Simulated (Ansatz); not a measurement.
**Mg (hcp type): how the settings move a single-point run**

Question: which choices in the input matter for Mg (hcp type)?

Program: Ansatz 0.2.0. Level of theory: reference: DFT, LDA, all-electron PAW with datasets made for the crystal, scalar-relativistic. These are calculated values, not measurements.

2 further runs of the same task are left out: 1 for a known fault of the program, 1 set aside as unsound or not needed. Runs told in other sessions of the task aren't counted.

### Step 1. The starting structure

Symmetry: P6_3/mmc, No. 194, hexagonal system. The conventional cell has a = 3.145 Å, b = 3.145 Å, c = 5.046 Å, α = 90.00°, β = 90.00°, γ = 120.00°. Around Mg (site symmetry -6m2) lie 12 Mg at 3.11 to 3.14 Å.

As a file:

```
CELL_PARAMETERS angstrom
3.14456 0.00000 0.00000
-1.57228 2.72327 0.00000
0.00000 0.00000 5.04566
ATOMIC_POSITIONS crystal
Mg 0.33333 0.66667 0.25000
Mg 0.66667 0.33333 0.75000
```

### Step 2. Reference

Contents of input.yaml:

```yaml
crystal:
  lattice:
    - [3.1445587934, 0.0, 0.0]
    - [-1.5722793967, 2.7232677988, 0.0]
    - [0.0, 0.0, 5.045662278]
  atoms:
    - { symbol: Mg, position: [0.3333333333, 0.6666666667, 0.25] }
    - { symbol: Mg, position: [0.6666666667, 0.3333333333, 0.75] }
kpoints:
  mp_grid: { grid: [15, 15, 9] }
scf:
  occupations: { method: fermi_dirac, width: 0.05 }
hamiltonian:
  xc: lda
  pseudopotentials: { kind: all_electron, datasets: crystal }
output:
  forces: true
  stress: true
  eigenvalues: true
```

The run is started by

```sh
$ ansatz run input.yaml --threads 1 --pin off --max-ram 2048MiB --backend cpu --events-out ev --progress --plain --runs-dir out
```

### Step 3. Changed: dr2_threshold 1.0e-08, preconditioner ldos

input.yaml, as its differences from that of step 2:

```diff
@@ -12,2 +12,4 @@
   occupations: { method: fermi_dirac, width: 0.05 }
+  convergence: { dr2_threshold: 1.0e-08 }
+  mixing: { preconditioner: ldos }
 hamiltonian:
```

Q: Predict the outcome of this session. Wanted: for each run, ending; energy change; pressure; gap; force.

As calculated:

| run | ending | energy change | pressure (GPa) | gap (eV) | force (eV/Å) | cycles | time |
| --- | --- | --- | --- | --- | --- | --- | --- |
| reference | converged | 0 | 0.0 | 0.00 | 0.00 | 5 | 3.4 s |
| 1: dr2_threshold 1.0e-08, preconditioner ldos | converged | 0.0 meV/atom | 0.0 | 0.00 | 0.00 | 6 | 3.4 s |

Residual by cycle in the longest SCF loop of each run; runs are numbered as in the table. The quantity is the density residual dr2, in eV.

| cycle | reference | run 1 |
| --- | --- | --- |
| 1 | 0.0829 | 0.0829 |
| 2 | 0.00444 | 0.00444 |
| 3 | 2.6e-4 | 2.6e-4 |
| 4 | 3.0e-6 | 3.0e-6 |
| 5 | 1.8e-8 | 1.8e-8 |
| 6 | - | 6.4e-10 |

The changed convergence setting and mixing doesn't alter the result here (within 0.5 meV/atom). Cost: 6 SCF cycles against 5.
